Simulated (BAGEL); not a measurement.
**HF/STO-3G (density fitting with qzvpp-jkfit) run of CH6AlAs (SMILES C[AsH][AlH2])**

Aim: the energy change on altering one bond length of CH6AlAs at HF/STO-3G (density fitting with qzvpp-jkfit), from 2 runs. 

The calculation is run with BAGEL 1.2.2.

1 further run of the same task is left out (set aside as unsound or not needed).

## 1. The structure to begin with

CH6AlAs: 9 atoms, total charge 0, spin state singlet. As SMILES, `C[AsH][AlH2]`. The shape is that of a PBE0-D4/def2-TZVP optimisation.

Bond lengths: C1–As2 1.984 Å, As2–Al3 2.423 Å, C1–H4 1.090 Å, C1–H5 1.090 Å, C1–H6 1.088 Å, As2–H7 1.524 Å, Al3–H8 1.588 Å, Al3–H9 1.590 Å. Some angles: C1–As2–Al3 99.6°, C1–As2–H7 98.0°, Al3–As2–H7 91.7°, As2–C1–H4 108.3°, As2–C1–H5 107.9°, As2–C1–H6 113.4°, As2–Al3–H8 119.6°, As2–Al3–H9 120.0°, H4–C1–H5 108.6°, H4–C1–H6 109.5°.

## 2. The energy at HF/STO-3G (density fitting with qzvpp-jkfit)

File input.json:

```json
{ "bagel" : [

{
  "title" : "molecule",
  "basis" : "sto-3g",
  "df_basis" : "qzvpp-jkfit",
  "angstrom" : true,
  "geometry" : [
    { "atom" : "C", "xyz" : [      -0.476000,       1.159700,      -0.848800 ] },
    { "atom" : "As", "xyz" : [       0.508200,      -0.554800,      -1.021900 ] },
    { "atom" : "Al", "xyz" : [       0.155300,      -1.450100,       1.201600 ] },
    { "atom" : "H", "xyz" : [      -0.278300,       1.758200,      -1.737700 ] },
    { "atom" : "H", "xyz" : [      -1.541200,       0.931500,      -0.812600 ] },
    { "atom" : "H", "xyz" : [      -0.203000,       1.727200,       0.038100 ] },
    { "atom" : "H", "xyz" : [       1.894100,      -0.044000,      -0.644900 ] },
    { "atom" : "H", "xyz" : [       1.212900,      -2.461900,       1.818100 ] },
    { "atom" : "H", "xyz" : [      -1.183400,      -1.112000,       1.991000 ] }
  ]
},

{ "title" : "hf" },

{ "title" : "print", "file" : "orbitals.molden", "orbitals" : true }

]}
```

On the command line:

```bash
$ BAGEL_NUM_THREADS=1 BAGEL input.json > input.out
```

What it wrote:

```text
* using 1 threads per process

  ===============================================================
  ===============================================================

  *** Geometry ***

  { "atom" : "C", "xyz" : [     -0.899510,      2.191515,     -1.604000 ] },
  { "atom" : "As", "xyz" : [      0.960359,     -1.048420,     -1.931111 ] },
  { "atom" : "Al", "xyz" : [      0.293474,     -2.740292,      2.270695 ] },
  { "atom" : "H", "xyz" : [     -0.525911,      3.322516,     -3.283777 ] },
  { "atom" : "H", "xyz" : [     -2.912446,      1.760280,     -1.535591 ] },
  { "atom" : "H", "xyz" : [     -0.383614,      3.263935,      0.071999 ] },
  { "atom" : "H", "xyz" : [      3.579330,     -0.083148,     -1.218684 ] },
  { "atom" : "H", "xyz" : [      2.292049,     -4.652317,      3.435711 ] },
  { "atom" : "H", "xyz" : [     -2.236302,     -2.101375,      3.762445 ] },

  Number of auxiliary basis functions:      577

  Since a DF basis is specified, we compute 2- and 3-index integrals:
    o Being stored without compression. Storage requirement is 0.007 GB

  Number of basis functions:       38
  Number of electrons      :       58

    * METHOD: MOLECULE                             0.28

  *** RHF ***

  === Nuclear Repulsion ===
   231.1797221086

      * DIIS with orbital gradients will be used.

  === RHF iteration (sto-3g) ===
      0      -2489.16698565          0.00755429           0.04
      1      -2489.20488141          0.00169436           0.04
      2      -2489.20690740          0.00045209           0.04
      3      -2489.20708846          0.00006597           0.04
      4      -2489.20709122          0.00001182           0.04
      5      -2489.20709138          0.00000224           0.04
      6      -2489.20709139          0.00000026           0.04
      7      -2489.20709139          0.00000004           0.04
      8      -2489.20709139          0.00000001           0.04
    * SCF iteration converged.

    * Permanent dipole moment:
           (   -0.005133,    -0.077990,    -0.606786) a.u.

    * METHOD: HF                                   0.50

    * METHOD: PRINT                                0.00

  ===============================================================
```

Wall time 0.93 s (1 thread of Arm Neoverse V1, shared host).

## 3. The distorted shape

File calc.json:

```json
{ "bagel": [

{
  "title": "molecule",
  "basis": "sto-3g",
  "df_basis": "qzvpp-jkfit",
  "angstrom": true,
  "geometry": [
    { "atom": "C", "xyz": [      -0.516950,       1.074575,      -0.981835 ] },
    { "atom": "As", "xyz": [       0.467250,      -0.639925,      -1.154935 ] },
    { "atom": "Al", "xyz": [       0.114350,      -1.535225,       1.068565 ] },
    { "atom": "H", "xyz": [      -0.319250,       1.673075,      -1.870735 ] },
    { "atom": "H", "xyz": [      -1.582150,       0.846375,      -0.945635 ] },
    { "atom": "H", "xyz": [      -0.203000,       1.727200,       0.038100 ] },
    { "atom": "H", "xyz": [       1.853150,      -0.129125,      -0.777935 ] },
    { "atom": "H", "xyz": [       1.171950,      -2.547025,       1.685065 ] },
    { "atom": "H", "xyz": [      -1.224350,      -1.197125,       1.857965 ] }
  ]
},

{ "title": "hf" },

{ "title": "print", "file": "orbitals.molden", "orbitals": true }

]}
```

On the command line:

```bash
$ BAGEL_NUM_THREADS=1 BAGEL calc.json > calc.out
```

What it wrote:

```text
* using 1 threads per process

  ===============================================================
  ===============================================================

  *** Geometry ***

  { "atom" : "C", "xyz" : [     -0.976894,      2.030652,     -1.855399 ] },
  { "atom" : "As", "xyz" : [      0.882975,     -1.209283,     -2.182511 ] },
  { "atom" : "Al", "xyz" : [      0.216090,     -2.901155,      2.019295 ] },
  { "atom" : "H", "xyz" : [     -0.603295,      3.161654,     -3.535177 ] },
  { "atom" : "H", "xyz" : [     -2.989830,      1.599417,     -1.786991 ] },
  { "atom" : "H", "xyz" : [     -0.383614,      3.263935,      0.071999 ] },
  { "atom" : "H", "xyz" : [      3.501946,     -0.244011,     -1.470084 ] },
  { "atom" : "H", "xyz" : [      2.214665,     -4.813180,      3.184311 ] },
  { "atom" : "H", "xyz" : [     -2.313686,     -2.262238,      3.511045 ] },

  Number of auxiliary basis functions:      577

  Since a DF basis is specified, we compute 2- and 3-index integrals:
    o Being stored without compression. Storage requirement is 0.007 GB

  Number of basis functions:       38
  Number of electrons      :       58

    * METHOD: MOLECULE                             0.28

  *** RHF ***

  === Nuclear Repulsion ===
   230.4407491664

      * DIIS with orbital gradients will be used.

  === RHF iteration (sto-3g) ===
      0      -2489.14769355          0.00765497           0.04
      1      -2489.18623020          0.00181337           0.04
      2      -2489.18840480          0.00049881           0.04
      3      -2489.18861209          0.00008690           0.04
      4      -2489.18861639          0.00001310           0.04
      5      -2489.18861659          0.00000258           0.04
      6      -2489.18861660          0.00000031           0.04
      7      -2489.18861660          0.00000005           0.04
      8      -2489.18861660          0.00000001           0.04
      9      -2489.18861660          0.00000000           0.04
    * SCF iteration converged.

    * Permanent dipole moment:
           (   -0.001943,    -0.050228,    -0.584760) a.u.

    * METHOD: HF                                   0.54

    * METHOD: PRINT                                0.00

  ===============================================================
```

Wall time 0.95 s (1 thread of Arm Neoverse V1, shared host).

## 4. Outcome

Level: HF/STO-3G (density fitting with qzvpp-jkfit).

| quantity | value |
| --- | --- |
| first shape: total energy | -2489.20709 Eh |
| first shape: dipole moment | 1.56 D |
| first shape: HOMO energy | -5.96 eV |
| first shape: LUMO energy | 8.12 eV |
| first shape: HOMO–LUMO gap | 14.08 eV |
| distorted shape: total energy | -2489.18862 Eh |
| distorted shape: dipole moment | 1.49 D |
| distorted shape: HOMO energy | -5.96 eV |
| distorted shape: LUMO energy | 8.11 eV |
| distorted shape: HOMO–LUMO gap | 14.07 eV |
| energy change with the C1–H6 bond stretched from 1.088 to 1.251 Å | 0.503 eV |

With the C1–H6 bond stretched from 1.088 to 1.251 Å the energy rises by 0.50 eV (11.6 kcal/mol). The first shape isn't relaxed at this level, so the change isn't measured from a minimum. The minimal basis adds a large error of its own.
